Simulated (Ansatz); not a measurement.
# AgB2 in Ansatz: the effect of target pressure

AgB2:

```
Ag B
1.0
     3.00000    0.00000    0.00000
    -1.50000    2.59808    0.00000
     0.00000    0.00000    3.24000
Ag B
1 2
Cartesian
  0.0000 0.0000 0.0000
  1.5000 0.8660 1.6200
  0.0000 1.7321 1.6200
```

Alike in all runs:

* Program: Ansatz 0.2.0
* Task: relaxation of cell and atoms
* Functional: PBEsol
* Potentials or basis: Ansatz PAW
* Cutoff: 420 eV (not typed: the program's choice for these potentials)
* k mesh: 10 × 10 × 8
* Occupations: fermi-dirac, width 0.05 eV
* Spin: no spin polarisation

Each run relaxes the cell or the atoms first.

| target pressure | relaxed volume (Å³/atom) |
| --- | --- |
| 0 GPa | 10.33 |
| 2 GPa | 10.20 |
| 5 GPa | ? |
| 10 GPa | 9.76 |
| 20 GPa | 9.33 |
| 30 GPa | 8.98 |

What does the run with target pressure 5 GPa give?

Relaxed volume 10.02 Å³/atom.

Worked out: In Murnaghan's law V^(-B') rises as a straight line in P. The other rows fit best with B' = 4.3, V0 = 10.33 Å³/atom and B0 = 156 GPa, which gives 10.02 Å³/atom at 5 GPa, against the run's 10.02.

Caveats: the plane-wave basis is chosen anew once the cell has moved, so the energies of steps on either side of that aren't comparable; the PAW data sets come from PBE, with cores solved anew for the run's functional, which leaves a small shift of forces and pressure; the volume moved by over 15 % at a fixed basis, so the end points are rough (some runs).

Runs at the PBE level aren't shown here.
